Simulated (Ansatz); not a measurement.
# CH4AlBO: a ladder of functionals and wavefunction methods

An exercise on one series of results from a longer session: the logs are not shown, and one member is left open.

The runs use Ansatz 0.2.0, Gaussian basis; functionals in def2-TZVPP, the program's frozen cores in correlated methods.

Levels to be run: LDA (SPW92), PBE-D4, revPBE-D4, BLYP-D4, r2SCAN-D4, B97M-V, PBE0-D4, B3LYP-D4, r2SCANh-D4, r2SCAN0-D4, HSE06-D4, BHLYP-D4, CAM-B3LYP-D4, LC-ωPBE, ωB97X-V, ωB97M-V, B2PLYP, PBE-QIDH; CCSD(T)/def2-SVP; CCSD(T)/def2-TZVPP; MP2/def2-QZVPP; extrapolation to the limit; RPA on PBE.

1 further run of the same task is left out (it didn't finish).

## The geometry

All runs share one geometry, relaxed beforehand with PBE0-D4 in a triple-zeta def2 set.

SMILES `[BH]1O[CH2][AlH]1`, 8 atoms, charge 0, spin multiplicity 1.

Atoms are counted from 1 here; the program's logs count them from 0.

Bond lengths: B1–O2 1.354 Å, B1–Al4 2.126 Å, B1–H5 1.197 Å, O2–C3 1.471 Å, C3–Al4 2.001 Å, C3–H6 1.093 Å, C3–H7 1.093 Å, Al4–H8 1.595 Å. Angles: O2–B1–Al4 87.5°, O2–B1–H5 119.0°, Al4–B1–H5 153.4°, B1–O2–C3 113.3°, O2–C3–Al4 89.4°, O2–C3–H6 107.9°, O2–C3–H7 107.9°, Al4–C3–H6 120.6°, Al4–C3–H7 120.6°, H6–C3–H7 107.4°, B1–Al4–C3 69.7°, B1–Al4–H8 155.9°, C3–Al4–H8 134.3°.

Geometry (Å):

```
atom    x (Å)    y (Å)    z (Å)
  B1  -1.0723   0.6094  -0.7525
  O2   0.0941   1.1402  -0.3166
  C3   0.9360   0.1785   0.4111
 Al4  -0.4591  -1.2268   0.1252
  H5  -1.8360   1.3038  -1.3583
  H6   1.1221   0.5830   1.4098
  H7   1.8993   0.1188  -0.1028
  H8  -0.5920  -2.7640   0.5285
```

The first run:

Contents of in.yaml:

```yaml
crystal:
  periodic: [false, false, false]
  atoms:
    - {symbol: B, position_ang: [-1.072297, 0.609415, -0.752521]}
    - {symbol: O, position_ang: [0.094098, 1.140208, -0.316590]}
    - {symbol: C, position_ang: [0.936028, 0.178481, 0.411142]}
    - {symbol: Al, position_ang: [-0.459077, -1.226828, 0.125185]}
    - {symbol: H, position_ang: [-1.835979, 1.303838, -1.358306]}
    - {symbol: H, position_ang: [1.122096, 0.583011, 1.409784]}
    - {symbol: H, position_ang: [1.899253, 0.118803, -0.102844]}
    - {symbol: H, position_ang: [-0.592021, -2.764029, 0.528451]}
basis:
  gaussian: {orbitals: def2-TZVPP}
hamiltonian: {xc: lda}
output: {orbitals: {seedname: orbitals}}
```

Among the steps run: LDA; PBE-D4 (GGA); revPBE-D4 (GGA); BLYP-D4 (GGA); r2SCAN-D4 (meta-GGA); B97M-V (meta-GGA); PBE0-D4 (hybrid); B3LYP-D4 (hybrid); r2SCANh-D4 (hybrid); r2SCAN0-D4 (hybrid); HSE06-D4 (hybrid); BHLYP-D4 (hybrid); CAM-B3LYP-D4 (range-separated); LC-ωPBE (range-separated); ωB97X-V (range-separated); ωB97M-V (range-separated); B2PLYP (double hybrid); PBE-QIDH (double hybrid).

One table of the session follows, with a row left open; its other results are not shown here.

It belongs to the step «Frontier levels by functional». 

| functional | HOMO (eV) | LUMO (eV) | gap (eV) |
| --- | --- | --- | --- |
| LDA (SPW92) | -5.67 | -3.15 | 2.52 |
| PBE-D4 | -5.57 | -2.92 | 2.65 |
| revPBE-D4 | ? | ? | ? |
| BLYP-D4 | -5.47 | -2.78 | 2.69 |
| r2SCAN-D4 | -5.77 | -2.71 | 3.06 |
| B97M-V | -5.82 | -2.83 | 2.99 |
| PBE0-D4 | -6.69 | -2.10 | 4.59 |
| B3LYP-D4 | -6.52 | -2.30 | 4.23 |
| r2SCANh-D4 | -6.19 | -2.41 | 3.78 |
| r2SCAN0-D4 | -6.82 | -1.99 | 4.83 |
| HSE06-D4 | -6.29 | -2.48 | 3.82 |
| BHLYP-D4 | -7.75 | -1.26 | 6.48 |
| CAM-B3LYP-D4 | -8.02 | -1.10 | 6.92 |
| LC-ωPBE | -9.31 | -0.01 | 9.30 |
| ωB97X-V | -8.98 | -0.12 | 8.87 |
| ωB97M-V | -8.78 | -0.36 | 8.43 |

**Question.** Estimate the row for revPBE-D4.

The run gave: HOMO (eV): -5.53; LUMO (eV): -2.83; gap (eV): 2.70. In the column «HOMO (eV)» it lies between PBE-D4 (-5.57) and BLYP-D4 (-5.47).
